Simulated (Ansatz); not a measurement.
# Co2O: the cost of one run

Method: DFT PBE, scalar-relativistic, plane waves, PAW, in Ansatz 0.2.0.

### 1 The system as given

It takes space group Pnnm (No. 58, orthorhombic). The conventional cell has a = 3.785 Å, b = 4.619 Å, c = 2.884 Å, α = 90.00°, β = 90.00°, γ = 90.00°. Co (site symmetry m) has 1 Co at 1.89 Å and 3 O at 1.91 to 1.92 Å as nearest neighbours. Around O (site symmetry 2/m) lie 6 Co at 1.91 to 1.92 Å.

Coordinates:

```cif
data_structure
_symmetry_space_group_name_H-M 'P 1'
_symmetry_Int_Tables_number 1
_cell_length_a 3.7846
_cell_length_b 4.6190
_cell_length_c 2.8835
_cell_angle_alpha 90.000
_cell_angle_beta 90.000
_cell_angle_gamma 90.000
_cell_volume 50.41
loop_
_atom_site_label
_atom_site_type_symbol
_atom_site_fract_x
_atom_site_fract_y
_atom_site_fract_z
_atom_site_occupancy
Co1 Co 0.20040 0.37870 0.00000 1
Co2 Co 0.79960 0.62130 0.00000 1
Co3 Co 0.70040 0.12130 0.50000 1
Co4 Co 0.29960 0.87870 0.50000 1
O1 O 0.00000 0.00000 0.00000 1
O2 O 0.50000 0.50000 0.50000 1
```

(A quick probe on a coarse mesh, which set the mesh and smearing, is not shown.)

### 3 Rough relaxation on the coarse mesh

Contents of input.yaml:

```yaml
crystal:
  lattice:
    - [3.7845757809, 0.0, 0.0]
    - [0.0, 4.6190455342, 0.0]
    - [0.0, 0.0, 2.8835187474]
  atoms:
    - { symbol: Co, position: [0.2004, 0.3787, 0.0], spin: 1.96 }
    - { symbol: Co, position: [0.7996, 0.6213, 0.0], spin: 1.96 }
    - { symbol: Co, position: [0.7004, 0.1213, 0.5], spin: 1.96 }
    - { symbol: Co, position: [0.2996, 0.8787, 0.5], spin: 1.96 }
    - { symbol: O, position: [0.0, 0.0, 0.0], spin: 0.27 }
    - { symbol: O, position: [0.5, 0.5, 0.5], spin: 0.27 }
basis:
  ecutwfc: 420
kpoints:
  mp_grid: { grid: [4, 4, 6] }
hamiltonian:
  xc: pbe
scf:
  occupations: { method: gaussian, width: 0.1 }
  lower_state_search: "off"
output:
  forces: true
  stress: true
  eigenvalues: true
  populations: true
magnetization:
  spin_polarized: true
relax:
  adjacent_minimum: "off"
  f_tol: 0.04
  max_steps: 70
  cell: { stress_tol: 0.4 }
```

On the command line:

```console
> ansatz run input.yaml --threads 1 --pin off --max-ram 2560MiB --backend cpu --events-out ev --progress --plain --runs-dir out
```

Q: Estimate wall time and peak memory on 1 thread of Intel Xeon 6975P-C (Granite Rapids), shared host.

About 1.8 min, with a peak of 0.51 GiB.
